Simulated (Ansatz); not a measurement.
**GeAsH₂+ (quintet): wave-function methods side by side, cc-pVTZ**

One table from this session's results is given with a row withheld; the runs are named, their logs left out.

Computed with Ansatz 0.2.0, Gaussian basis. Level: cc-pVTZ, core rule «outside noble gas», up to 28 orbitals frozen.

Plan: UHF; CCSD(T) on ROHF; CCSD(T) on UHF; BCCD(T) on ROHF; CCSDT(Q) on ROHF; CCSDT(Q) on UHF; CASSCF and MRCISD+Q, 10 electrons in 10 orbitals; CASSCF and NEVPT2, 10 electrons in 10 orbitals.

5 further runs of the same task are left out: 5 set aside as unsound or not needed. Runs told in other sessions of the task aren't counted.

## The system

The geometry is a PBE0/def2-TZVP stationary point (not a proven minimum) of the parent state, kept for this charge and spin. No spin-orbit coupling is included. The filled d shell of Ge, As may be among the frozen orbitals whatever the setting's name suggests.

4 atoms, charge 1, spin multiplicity 5.

Atoms are counted from 1 here; the program's logs count them from 0.

Bond lengths: Ge1–As2 2.476 Å, Ge1–H3 1.556 Å, Ge1–H4 1.556 Å. Angles: As2–Ge1–H3 109.5°, As2–Ge1–H4 109.5°, H3–Ge1–H4 105.6°.

The first run:

File in.yaml:

```yaml
crystal:
  periodic: [false, false, false]
  atoms:
    - {symbol: Ge, position_ang: [0.042430, 0.000000, 1.232357]}
    - {symbol: As, position_ang: [-0.021540, 0.000000, -1.242487]}
    - {symbol: H, position_ang: [-0.728368, 1.239617, 1.771279]}
    - {symbol: H, position_ang: [-0.728367, -1.239618, 1.771279]}
basis:
  gaussian: {orbitals: cc-pVTZ}
total_charge: 1
magnetization: {spin_polarized: true, initial_magnetization: 4}
hamiltonian: {xc: hf}
output: {orbitals: {seedname: orbitals}}
```

The run is started by

```console
$ ansatz run in.yaml --threads 1 --pin off --events-out ev --progress --plain --max-ram 2560MiB --backend cpu
```

Steps of the session up to this table: UHF; CCSD(T) on ROHF; CCSD(T) on UHF; BCCD(T) on ROHF; CCSDT(Q) on ROHF; CCSDT(Q) on UHF; CASSCF and MRCISD+Q, 10 electrons in 10 orbitals; CASSCF and NEVPT2, 10 electrons in 10 orbitals.

One of the session's tables, all rows but one given; the rest of the session is left out.

| method | from RCCSDT(Q) (meV) |
| --- | --- |
| ROHF | +5457.1 |
| UHF | +5351.6 |
| RMP2 | +1111.7 |
| UMP2 | ? |
| RCCSD | +227.7 |
| UCCSD | +198.6 |
| RCCSD(T) | +43.1 |
| UCCSD(T) | +16.3 |
| BCCD(T) | +42.3 |
| RCCSDT | +6.8 |
| UCCSDT | -20.3 |
| RCCSDT(Q) | 0 |
| UCCSDT(Q) | -27.2 |
| CASSCF valence | +4104.9 |
| NEVPT2 valence | +1033.3 |
| MRCISD valence | +354.0 |
| MRCISD+Q valence | +65.2 |

**Question.** Estimate the row for UMP2.

The run gave: from RCCSDT(Q) (meV): +1089.1. In the column «from RCCSDT(Q) (meV)» it lies between NEVPT2 valence (+1033.3) and RMP2 (+1111.7).

Limits of these values: Restricted and unrestricted rows rest on different reference determinants; a gap between their highest levels can come from leftover correlation error, from unlike frozen cores or from another state.
